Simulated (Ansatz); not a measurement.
# CH₃FOSi: small, medium and large basis sets

How large a basis does CH₃FOSi need? Two functionals are run in growing sets.

The runs use Ansatz 0.2.0, Gaussian basis; one geometry, several basis sets.

Plan: PBE0-D4/def2-SVP; ωB97M-V/def2-SVP; PBE0-D4/def2-QZVPP; ωB97M-V/def2-QZVPP; the functionals' def2-TZVPP values are taken from earlier runs.

## Step 1: The relaxed structure

The geometry comes from an earlier relaxation with PBE0-D4 in a triple-zeta def2 set; it is a stationary point, not always the lowest conformer.

SMILES `F[SiH]1CO1`, 7 atoms, charge 0, spin multiplicity 1.

Atoms are counted from 1 here; the program's logs count them from 0.

Bond lengths: F1–Si2 1.584 Å, Si2–C3 1.790 Å, Si2–O4 1.634 Å, Si2–H5 1.469 Å, C3–O4 1.505 Å, C3–H6 1.087 Å, C3–H7 1.088 Å. Angles: F1–Si2–C3 121.7°, F1–Si2–O4 118.1°, F1–Si2–H5 107.5°, C3–Si2–O4 51.9°, C3–Si2–H5 127.6°, O4–Si2–H5 119.1°, Si2–C3–O4 58.7°, Si2–C3–H6 123.7°, Si2–C3–H7 121.1°, O4–C3–H6 112.3°, O4–C3–H7 111.8°, H6–C3–H7 113.5°, Si2–O4–C3 69.4°.

As a file:

```
F    -2.1054   -0.0219    0.2995
Si   -0.7029    0.1174   -0.4239
C     0.8374    0.0193    0.4820
O     0.3368   -1.1406   -0.3351
H    -0.9382    0.7600   -1.7242
H     1.7823    0.4086    0.1108
H     0.8512   -0.2107    1.5451
```

## Step 2: PBE0-D4 in def2-SVP

The input, in.yaml:

```yaml
crystal:
  periodic: [false, false, false]
  atoms:
    - {symbol: F, position_ang: [-2.105360, -0.021946, 0.299545]}
    - {symbol: Si, position_ang: [-0.702870, 0.117398, -0.423880]}
    - {symbol: C, position_ang: [0.837403, 0.019343, 0.481968]}
    - {symbol: O, position_ang: [0.336768, -1.140574, -0.335143]}
    - {symbol: H, position_ang: [-0.938247, 0.760002, -1.724151]}
    - {symbol: H, position_ang: [1.782307, 0.408566, 0.110753]}
    - {symbol: H, position_ang: [0.851198, -0.210688, 1.545109]}
basis:
  gaussian: {orbitals: def2-SVP}
hamiltonian: {xc: pbe0, dispersion: d4}
output: {orbitals: {seedname: orbitals}}
```

On the command line:

```console
ansatz run in.yaml --threads 2 --pin off --events-out ev --progress --plain --max-ram 4352MiB
```

Further steps of the session: ωB97M-V in def2-SVP; PBE0-D4 in def2-QZVPP; ωB97M-V in def2-QZVPP.

Before running them: what should the planned runs give, taken together? Wanted: PBE0-D4: double and triple zeta above quadruple; ωB97M-V: double and triple zeta above quadruple.

As calculated:

| quantity | value |
| --- | --- |
| PBE0-D4: double and triple zeta above quadruple | 10.95, 0.62 eV |
| ωB97M-V: double and triple zeta above quadruple | 11.08, 0.58 eV |

**Reading.** For PBE0-D4 the step from double to triple zeta gains 10.33 eV and the next only 0.62 eV. Total energies overstate the basis error of differences, where much of it tends to cancel. The LUMO of ωB97M-V is positive and keeps falling with the basis (2.42 to 1.32 eV): an unbound level that the basis holds in place.
